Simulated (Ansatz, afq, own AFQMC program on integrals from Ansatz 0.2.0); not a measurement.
# CH₃F₂Ge (doublet): AFQMC on the coupled-cluster ladder as a fragment species, def2-TZVP

How near does AFQMC come to the top of the ladder for CH₃F₂Ge (doublet)?

Computed with Ansatz 0.2.0, Gaussian basis, and an in-house AFQMC program (afq) on its integrals; all values are calculated. Level: def2-TZVP, frozen cores.

Plan: PBE (unrestricted); CCSD(T) on UHF; CCSD(T) on UHF; r2SCAN (unrestricted); PBE0 (unrestricted); B3LYP (unrestricted); CCSD(T) on UHF; wB97M-V (unrestricted); B2PLYP (unrestricted); Phaseless AFQMC, CISD trial on UHF.

## (1) The system

The geometry is a PBE0/def2-SVP stationary point (not a proven minimum). No spin-orbit coupling is included. The filled d shell of Ge may be among the frozen orbitals whatever the setting's name suggests; the logs give the count.

7 atoms, charge 0, spin multiplicity 2.

Atoms are counted from 1 here; the program's logs count them from 0.

Bond lengths: C1–Ge2 1.963 Å, C1–H5 1.100 Å, C1–H6 1.098 Å, C1–H7 1.098 Å, Ge2–F3 1.744 Å, Ge2–F4 1.744 Å. Angles: Ge2–C1–H5 106.4°, Ge2–C1–H6 109.7°, Ge2–C1–H7 109.6°, H5–C1–H6 110.3°, H5–C1–H7 110.3°, H6–C1–H7 110.3°, C1–Ge2–F3 107.1°, C1–Ge2–F4 107.0°, F3–Ge2–F4 103.1°.

## (2) PBE (unrestricted)

The input, in.yaml:

```yaml
crystal:
  periodic: [false, false, false]
  atoms:
    - {symbol: C, position_ang: [-0.734025, -0.334046, 0.717270]}
    - {symbol: Ge, position_ang: [0.618370, 0.183785, -0.608568]}
    - {symbol: F, position_ang: [2.033960, -0.787364, -0.302698]}
    - {symbol: F, position_ang: [0.066564, -0.399937, -2.156275]}
    - {symbol: H, position_ang: [-0.878126, -1.419514, 0.607517]}
    - {symbol: H, position_ang: [-1.673087, 0.197562, 0.515315]}
    - {symbol: H, position_ang: [-0.370856, -0.097486, 1.725839]}
basis:
  gaussian: {orbitals: def2-TZVP}
magnetization: {spin_polarized: true, initial_magnetization: 1}
hamiltonian: {xc: {name: PBE}}
output: {orbitals: {seedname: orbitals}}
```

Launch:

```
$ ansatz run in.yaml --threads 2 --pin off --events-out ev --progress --plain --max-ram 11520MiB --backend cpu
```

Standard output:

```text
Functional definition: PBE
  name "PBE"
  cite "Perdew, Burke & Ernzerhof, Phys. Rev. Lett. 77, 3865 (1996) doi:10.1103/PhysRevLett.77.3865"
  parent pbe
  parameter kappa = 0.804
  parameter beta = 0.06672455060314922
  exchange = pbe_x(kappa = kappa, mu = beta*pi^2/3)
  correlation = pbe_c(beta = beta)
982 factors; their error is unknown
mean field evaluation 1: about -63014.7974 eV, gradient 5.8e1 eV
mean field evaluation 2: about -62981.2705 eV, gradient 1.1e2 eV
mean field evaluation 4: about -63026.4670 eV, gradient 1.2e1 eV
mean field evaluation 8: about -63027.0550 eV, gradient 1.5e-1 eV
mean field evaluation 16: about -63027.0322 eV, gradient 2.3e-4 eV
mean field -63027.03220874 eV, -2316.2007124144 hartree, gradient 5.1e-5 eV, S^2 0.751617; 0 other end points of the search recorded, 0 dependent functions left out
reference -63027.03223964 eV, -2316.2007135499 hartree; 30, 29 occupied and 129, 130 virtual orbitals, 982 factors
Total energy: -63027.03223964 eV, -2316.2007135499 hartree
```

It took 2.3 s on 2 threads of AMD EPYC 7R13 (Zen 3), shared host; peak memory 0.72 GiB.

From the report: ⟨S²⟩ of the determinant 0.752 (pure doublet: 0.75).

## (3) CCSD(T) on UHF

in.yaml, as its differences from that of step 2:

```diff
@@ -13,3 +13,2 @@
 magnetization: {spin_polarized: true, initial_magnetization: 1}
-hamiltonian: {xc: {name: PBE}}
-output: {orbitals: {seedname: orbitals}}
+correlation: {method: ccsd_t, electrons: outside_noble_gas, hamiltonian_folder: ham}
```

Launch:

```
$ ansatz run in.yaml --threads 2 --pin off --events-out ev --progress --plain --max-ram 34560MiB --backend cuda --devices 0, --max-vram 37GiB
```

Standard output, cut to the lines that bear on the results:

```text
Functional definition: HF
  name "HF"
  cite "Fock, Z. Phys. 61, 126 (1930) doi:10.1007/BF01340294"
  parent pbe
[...]
1088 factors; integrals over basis functions are off by at most 1.4e-3 eV
[...]
mean field -62967.87095334 eV, -2314.0265763794 hartree, gradient 4.7e-6 eV, S^2 0.758670; 0 other end points of the search recorded, 0 dependent functions left out
17 core orbitals not correlated: weight in the atoms' cores, before any rotation towards them, 0.933 or more for the frozen orbitals, at most 0.066 for the correlated occupied ones
reference -62967.87095334 eV, -2314.0265763794 hartree; 13, 12 occupied and 129, 130 virtual orbitals, 1088 factors
second order -20.90352856 eV of doubles, -0.00000000 eV of singles
cycle   1  -20.82562481 eV  change    7.8e-2 eV  update   1.1e-1
[...]
cycle  10  -21.39870854 eV  change    1.5e-5 eV  update   2.8e-5
perturbative correction -0.69049573 eV, -0.0253752501 hartree
Total energy: -62989.96015761 eV, -2314.8383396636 hartree
```

Run time: 4 s. Hardware: 1 × NVIDIA H100 80GB HBM3 with 2 threads of AMD EPYC 7R13 (Zen 3), shared host; peak host memory 0.85 GiB.

From the report: ⟨S²⟩ of the determinant 0.759 (pure doublet: 0.75); correlation -22.0892 eV; T1 0.015; largest double amplitude 0.03.

This run also writes the integrals to the folder ham.

## (4) CCSD(T) on UHF

in.yaml, as its differences from that of step 3:

```diff
@@ -11,4 +11,4 @@
 basis:
-  gaussian: {orbitals: def2-TZVP}
+  gaussian: {orbitals: def2-TZVPP}
 magnetization: {spin_polarized: true, initial_magnetization: 1}
-correlation: {method: ccsd_t, electrons: outside_noble_gas, hamiltonian_folder: ham}
+correlation: {method: ccsd_t, electrons: outside_noble_gas}
```

Same command.

Standard output, cut to the lines that bear on the results:

```text
Functional definition: HF
  name "HF"
  cite "Fock, Z. Phys. 61, 126 (1930) doi:10.1007/BF01340294"
  parent pbe
[...]
1149 factors; integrals over basis functions are off by at most 1.3e-3 eV
[...]
mean field -62967.90218566 eV, -2314.0277241461 hartree, gradient 4.7e-6 eV, S^2 0.758679; 0 other end points of the search recorded, 0 dependent functions left out
17 core orbitals not correlated: weight in the atoms' cores, before any rotation towards them, 0.933 or more for the frozen orbitals, at most 0.066 for the correlated occupied ones
reference -62967.90218566 eV, -2314.0277241461 hartree; 13, 12 occupied and 153, 154 virtual orbitals, 1149 factors
second order -21.11770721 eV of doubles, -0.00000000 eV of singles
cycle   1  -21.01116229 eV  change    1.1e-1 eV  update   1.0e-1
[...]
cycle  10  -21.58133231 eV  change    7.8e-6 eV  update   2.8e-5
perturbative correction -0.70260912 eV, -0.0258204090 hartree
Total energy: -62990.18612710 eV, -2314.8466438893 hartree
```

It took 2.4 s on 1 × NVIDIA H100 80GB HBM3 with 2 threads of AMD EPYC 7R13 (Zen 3), shared host; peak host memory 0.85 GiB.

From the report: ⟨S²⟩ of the determinant 0.759 (pure doublet: 0.75); correlation -22.2839 eV; T1 0.015; largest double amplitude 0.03.

## (5) r2SCAN (unrestricted)

in.yaml, as its differences from that of step 4:

```diff
@@ -11,4 +11,4 @@
 basis:
-  gaussian: {orbitals: def2-TZVPP}
+  gaussian: {orbitals: def2-TZVP}
 magnetization: {spin_polarized: true, initial_magnetization: 1}
-correlation: {method: ccsd_t, electrons: outside_noble_gas}
+hamiltonian: {xc: {name: r2SCAN}}
```

Launch:

```
$ ansatz run in.yaml --threads 2 --pin off --events-out ev --progress --plain --max-ram 11520MiB --backend cpu
```

Standard output:

```text
Functional definition: r2SCAN
  name "r2SCAN"
  cite "Furness, Kaplan, Ning, Perdew & Sun, J. Phys. Chem. Lett. 11, 8208 (2020) doi:10.1021/acs.jpclett.0c02405"
  cite "Furness, Kaplan, Ning, Perdew & Sun, J. Phys. Chem. Lett. 11, 9248 (2020) doi:10.1021/acs.jpclett.0c03077"
  parent r2scan
  parameter k0 = 0.174
  parameter k1 = 0.065
  parameter a1 = 4.9479
  exchange = r2scan_x(k0 = k0, k1 = k1, a1 = a1)
  correlation = r2scan_c
982 factors; their error is unknown
mean field evaluation 1: about -63029.0015 eV, gradient 5.3e1 eV
mean field evaluation 2: about -63008.6918 eV, gradient 9.1e1 eV
mean field evaluation 4: about -63038.9606 eV, gradient 7.2e0 eV
mean field evaluation 8: about -63039.1913 eV, gradient 1.6e-1 eV
mean field evaluation 16: about -63039.1684 eV, gradient 3.4e-4 eV
mean field -63039.16836404 eV, -2316.6467078955 hartree, gradient 3.1e-5 eV, S^2 0.753676; 0 other end points of the search recorded, 0 dependent functions left out
reference -63039.16837427 eV, -2316.6467082715 hartree; 30, 29 occupied and 129, 130 virtual orbitals, 982 factors
Total energy: -63039.16837427 eV, -2316.6467082715 hartree
```

Run time: 5.5 s. Hardware: 2 threads of AMD EPYC 7R13 (Zen 3), shared host; peak memory 0.72 GiB.

From the report: ⟨S²⟩ of the determinant 0.754 (pure doublet: 0.75).

## (6) PBE0 (unrestricted)

in.yaml, as its differences from that of step 5:

```diff
@@ -13,2 +13,3 @@
 magnetization: {spin_polarized: true, initial_magnetization: 1}
-hamiltonian: {xc: {name: r2SCAN}}
+hamiltonian: {xc: {name: PBE0}}
+output: {orbitals: {seedname: orbitals}}
```

The command is unchanged.

Standard output:

```text
Functional definition: PBE0
  name "PBE0"
  cite "Adamo & Barone, J. Chem. Phys. 110, 6158 (1999) doi:10.1063/1.478522"
  cite "Perdew, Burke & Ernzerhof, Phys. Rev. Lett. 77, 3865 (1996) doi:10.1103/PhysRevLett.77.3865"
  parent pbe
  parameter a = 0.25
  parameter kappa = 0.804
  parameter beta = 0.06672455060314922
  exchange = (1 - a)*pbe_x(kappa = kappa, mu = beta*pi^2/3) + a*exact_x
  correlation = pbe_c(beta = beta)
1025 factors; their error is unknown
mean field evaluation 1: about -63020.1858 eV, gradient 4.7e1 eV
mean field evaluation 2: about -63011.3760 eV, gradient 7.0e1 eV
mean field evaluation 4: about -63028.2104 eV, gradient 3.5e0 eV
mean field evaluation 8: about -63028.2613 eV, gradient 5.1e-2 eV
mean field evaluation 16: about -63028.5473 eV, gradient 1.2e-4 eV
mean field -63028.54730696 eV, -2316.2563912470 hartree, gradient 2.8e-5 eV, S^2 0.752873; 0 other end points of the search recorded, 0 dependent functions left out
reference -63028.54732997 eV, -2316.2563920924 hartree; 30, 29 occupied and 129, 130 virtual orbitals, 1025 factors
Total energy: -63028.54732997 eV, -2316.2563920924 hartree
```

Run time: 3.4 s. Hardware: 2 threads of AMD EPYC 7R13 (Zen 3), shared host; peak memory 0.72 GiB.

From the report: ⟨S²⟩ of the determinant 0.753 (pure doublet: 0.75).

## (7) B3LYP (unrestricted)

in.yaml, as its differences from that of step 6:

```diff
@@ -13,3 +13,2 @@
 magnetization: {spin_polarized: true, initial_magnetization: 1}
-hamiltonian: {xc: {name: PBE0}}
-output: {orbitals: {seedname: orbitals}}
+hamiltonian: {xc: {name: B3LYP}}
```

Same command.

Standard output, cut to the lines that bear on the results:

```text
Functional definition: B3LYP
  name "B3LYP"
  cite "Stephens, Devlin, Chabalowski & Frisch, J. Phys. Chem. 98, 11623 (1994) doi:10.1021/j100096a001"
  cite "Becke, Phys. Rev. A 38, 3098 (1988) doi:10.1103/PhysRevA.38.3098"
  cite "Lee, Yang & Parr, Phys. Rev. B 37, 785 (1988) doi:10.1103/PhysRevB.37.785"
  cite "Vosko, Wilk & Nusair, Can. J. Phys. 58, 1200 (1980) doi:10.1139/p80-159"
[...]
1013 factors; their error is unknown
[...]
mean field -63043.56824675 eV, -2316.8084006028 hartree, gradient 2.5e-5 eV, S^2 0.752484; 0 other end points of the search recorded, 0 dependent functions left out
reference -63043.56845521 eV, -2316.8084082636 hartree; 30, 29 occupied and 129, 130 virtual orbitals, 1013 factors
Total energy: -63043.56845521 eV, -2316.8084082636 hartree
```

Wall time 3.2 s (2 threads of AMD EPYC 7R13 (Zen 3), shared host); peak memory 0.72 GiB.

From the report: ⟨S²⟩ of the determinant 0.752 (pure doublet: 0.75).

## (8) CCSD(T) on UHF

in.yaml, as its differences from that of step 7:

```diff
@@ -11,4 +11,4 @@
 basis:
-  gaussian: {orbitals: def2-TZVP}
+  gaussian: {orbitals: "def2-QZVPP.json"}
 magnetization: {spin_polarized: true, initial_magnetization: 1}
-hamiltonian: {xc: {name: B3LYP}}
+correlation: {method: ccsd_t, electrons: outside_noble_gas}
```

Launch:

```
$ ansatz run in.yaml --threads 2 --pin off --events-out ev --progress --plain --max-ram 34560MiB --backend cuda --devices 0, --max-vram 37GiB
```

Standard output, cut to the lines that bear on the results:

```text
Functional definition: HF
  name "HF"
  cite "Fock, Z. Phys. 61, 126 (1930) doi:10.1007/BF01340294"
  parent pbe
[...]
2203 factors; integrals over basis functions are off by at most 9.1e-4 eV
[...]
mean field -62969.37473096 eV, -2314.0818391878 hartree, gradient 8.1e-6 eV, S^2 0.758869; 0 other end points of the search recorded, 0 dependent functions left out
17 core orbitals not correlated: weight in the atoms' cores, before any rotation towards them, 0.931 or more for the frozen orbitals, at most 0.068 for the correlated occupied ones
reference -62969.37473096 eV, -2314.0818391878 hartree; 13, 12 occupied and 320, 321 virtual orbitals, 2203 factors
second order -22.96340956 eV of doubles, -0.00000000 eV of singles
cycle   1  -22.63879724 eV  change    3.2e-1 eV  update   1.1e-1
[...]
cycle  10  -23.23101365 eV  change    1.4e-6 eV  update   2.9e-5
perturbative correction -0.82786833 eV, -0.0304235999 hartree
Total energy: -62993.43361294 eV, -2314.9659867927 hartree
```

It took 16 s on 1 × NVIDIA H100 80GB HBM3 with 2 threads of AMD EPYC 7R13 (Zen 3), shared host; peak host memory 0.93 GiB.

From the report: ⟨S²⟩ of the determinant 0.759 (pure doublet: 0.75); correlation -24.0589 eV; T1 0.014; largest double amplitude 0.02.

## (9) wB97M-V (unrestricted)

in.yaml, as its differences from that of step 8:

```diff
@@ -11,4 +11,5 @@
 basis:
-  gaussian: {orbitals: "def2-QZVPP.json"}
+  gaussian: {orbitals: def2-TZVP}
 magnetization: {spin_polarized: true, initial_magnetization: 1}
-correlation: {method: ccsd_t, electrons: outside_noble_gas}
+hamiltonian: {xc: {name: wB97M-V}}
+output: {orbitals: {seedname: orbitals}}
```

Launch:

```
$ ansatz run in.yaml --threads 2 --pin off --events-out ev --progress --plain --max-ram 11520MiB --backend cpu
```

Standard output, cut to the lines that bear on the results:

```text
Functional definition: wB97M-V
  name "wB97M-V"
  cite "Mardirossian & Head-Gordon, J. Chem. Phys. 144, 214110 (2016) doi:10.1063/1.4952647"
  cite "Becke, J. Chem. Phys. 107, 8554 (1997) doi:10.1063/1.475007"
  cite "Vydrov & Van Voorhis, J. Chem. Phys. 133, 244103 (2010) doi:10.1063/1.3521275"
  # Of w^i u^j: cxij and so on, Table III.
[...]
  gx(w, u) = 1 - cx + cx01*u + cx10*w
  gss(w, u) = css00 + css04*u^4 + css10*w + css20*w^2 + css43*w^4*u^3
  gos(w, u) = cos00 + cos10*w + (cos20 + cos21*u)*w^2 + (cos60 + cos61*u)*w^6
[...]
      + integral(e_c_pw_mod_opposite_spin*gos(b97_w_opposite, b97_u_opposite)) + vv10(b, c)
1010 factors; their error is unknown
217 factors; integrals over basis functions are off by at most 7.5e-6 eV
[...]
mean field -63037.10609457 eV, -2316.5709208903 hartree, gradient 7.6e-5 eV, S^2 0.752851; 0 other end points of the search recorded, 0 dependent functions left out
reference -63037.10613066 eV, -2316.5709222167 hartree; 30, 29 occupied and 129, 130 virtual orbitals, 1010 factors
Total energy: -63037.10613066 eV, -2316.5709222167 hartree
```

It took 10 s on 2 threads of AMD EPYC 7R13 (Zen 3), shared host; peak memory 0.72 GiB.

From the report: ⟨S²⟩ of the determinant 0.753 (pure doublet: 0.75).

## (10) B2PLYP (unrestricted)

in.yaml, as its differences from that of step 9:

```diff
@@ -13,3 +13,3 @@
 magnetization: {spin_polarized: true, initial_magnetization: 1}
-hamiltonian: {xc: {name: wB97M-V}}
-output: {orbitals: {seedname: orbitals}}
+hamiltonian: {xc: {name: B2PLYP}}
+correlation: {electrons: outside_noble_gas}
```

Same command.

Standard output, cut to the lines that bear on the results:

```text
Functional definition: B2PLYP
  name "B2PLYP"
  cite "Grimme, J. Chem. Phys. 124, 034108 (2006) doi:10.1063/1.2148954"
  cite "Becke, Phys. Rev. A 38, 3098 (1988) doi:10.1103/PhysRevA.38.3098"
  cite "Lee, Yang & Parr, Phys. Rev. B 37, 785 (1988) doi:10.1103/PhysRevB.37.785"
[...]
1088 factors; integrals over basis functions are off by at most 1.4e-3 eV
[...]
mean field -63020.35646854 eV, -2315.9553834869 hartree, gradient 9.1e-6 eV, S^2 0.755277; 0 other end points of the search recorded, 0 dependent functions left out
17 core orbitals not correlated: weight in the atoms' cores, before any rotation towards them, 0.916 or more for the frozen orbitals, at most 0.083 for the correlated occupied ones
reference -63020.35660001 eV, -2315.9553883184 hartree; 13, 12 occupied and 129, 130 virtual orbitals, 1088 factors
second order -25.15612573 eV of doubles, -0.00000000 eV of singles
Total energy: -63027.14875396 eV, -2316.2049953720 hartree
```

Wall time 4.6 s (2 threads of AMD EPYC 7R13 (Zen 3), shared host); peak memory 1.6 GiB.

From the report: ⟨S²⟩ of the determinant 0.755 (pure doublet: 0.75).

## (11) Phaseless AFQMC, CISD trial on UHF

It reads the integrals that the CCSD(T) run on this determinant wrote.

Launch:

```
$ afq ham --method phaseless --trial cisd --walkers 400 --populations 10 --least-time 60 --time-step 0.005 --steps-per-block 50 --equilibration-blocks 28 --max-blocks 4000 --target-error 0.0003 --factor-cut 1e-05 --start spin_pure --seed 2569 --release-times 0.21,0.42,0.63,0.9 --release-step 0.03 --release-every 5 --taylor-order 6
```

Standard output:

```text
orbitals 142  electrons 13 12  factors 1045 of 1088
reference energy -2314.02657638 Eh
CCSD correlation -0.78638874 Eh in 13 cycles, weight of the determinant in the CISD state 0.8229
energy of the start -2314.811863 Eh
 block  time / (1/Eh)  mean weight  energy / Eh
     1     0.250  1.0032  -2314.796781
     2     0.500  0.9993  -2314.816250
     3     0.750  0.9975  -2314.826600
     4     1.000  0.9988  -2314.833520
     5     1.250  1.0006  -2314.831539
     6     1.500  0.9989  -2314.831952
     7     1.750  1.0011  -2314.829611
     8     2.000  1.0000  -2314.831605
     9     2.250  1.0005  -2314.841861
    10     2.500  1.0020  -2314.834122
    11     2.750  1.0011  -2314.839301
    16     4.000  0.9999  -2314.841671
    21     5.250  1.0006  -2314.832993
    26     6.500  1.0011  -2314.849480
    31     7.750  1.0004  -2314.842684
    36     9.000  1.0008  -2314.840729
    41    10.250  0.9999  -2314.843934
    46    11.500  0.9992  -2314.841912
    51    12.750  0.9996  -2314.841552
    56    14.000  0.9965  -2314.842332
    61    15.250  0.9987  -2314.837649
    66    16.500  0.9993  -2314.833083
    71    17.750  0.9989  -2314.849796
    76    19.000  1.0019  -2314.836364
    81    20.250  1.0016  -2314.832655
    86    21.500  1.0013  -2314.833121
    91    22.750  1.0026  -2314.842837
    96    24.000  0.9984  -2314.833652
   101    25.250  0.9979  -2314.836034
   106    26.500  1.0001  -2314.836893
   111    27.750  1.0005  -2314.835029
   116    29.000  0.9997  -2314.841078
   121    30.250  1.0003  -2314.836689
   126    31.500  1.0005  -2314.837354
   131    32.750  1.0034  -2314.848077
   136    34.000  0.9995  -2314.843793
   141    35.250  1.0013  -2314.846645
   146    36.500  1.0019  -2314.829279
   151    37.750  0.9996  -2314.839176
   156    39.000  0.9978  -2314.852552
   161    40.250  0.9999  -2314.843916
   166    41.500  1.0004  -2314.841234
   171    42.750  0.9999  -2314.843259
   176    44.000  0.9999  -2314.840974
   181    45.250  0.9979  -2314.834306
   186    46.500  0.9996  -2314.835300
   191    47.750  0.9970  -2314.857092
   196    49.000  1.0004  -2314.857600
   201    50.250  0.9991  -2314.844613
   206    51.500  1.0013  -2314.843980
   211    52.750  1.0000  -2314.841177
   216    54.000  0.9999  -2314.834233
   221    55.250  0.9993  -2314.853990
   226    56.500  1.0016  -2314.839050
   231    57.750  1.0010  -2314.840878
   236    59.000  0.9974  -2314.838489
error from the spread of 10 populations
released: time / (1/Eh)  energy / Eh  error  mean overlap
  0.21  -2314.840274  0.000718  0.9906
  0.42  -2314.840739  0.001016  0.9866
  0.63  -2314.841352  0.000889  0.9758
  0.90  -2314.842807  0.000847  0.9512
energy -2314.840402 +/- 0.000625 Eh
```

Wall time 6.2 min (1 × NVIDIA H100 80GB HBM3 with 4 threads of AMD EPYC 7R13 (Zen 3), shared host); peak host memory 3.5 GiB.

Energy -62990.0163 ± 0.0170 eV. Caveats: constraint bias not in the error; error above the target.

## (12) AFQMC on the ladder

On the UHF determinant, counted from CCSD(T) (a yardstick, not exact):

| level | energy (eV) | from CCSD(T) (kJ/mol) | statistical error (kJ/mol) | time |
| --- | --- | --- | --- | --- |
| HF | -62967.8710 | +2131.3 |  |  |
| MP2 | -62988.7745 | +114.4 |  |  |
| CCSD | -62989.2697 | +66.6 |  |  |
| CCSD(T) | -62989.9602 | 0.0 |  |  |
| Phaseless AFQMC, CISD trial, step 0.005, 400 walkers | -62990.0163 | -5.4 | 1.6 | 6.2 min |

The functionals' totals stand on their own zeros and serve differences with other points: PBE -63027.032 eV; r2SCAN -63039.168 eV; PBE0 -63028.547 eV; B3LYP -63043.568 eV; wB97M-V -63037.106 eV; B2PLYP -63027.149 eV.

## (13) Summary of results

```
                                       quantity              value
Phaseless AFQMC, CISD trial on UHF from CCSD(T)  -5.4 ± 1.6 kJ/mol
```

**Reading.** On UHF the phaseless walk with the CISD trial lies -5.4 kJ/mol from CCSD(T), 3 times its error bar. Error bars are statistical and leave out the constraint, the time step and what remains of the start.
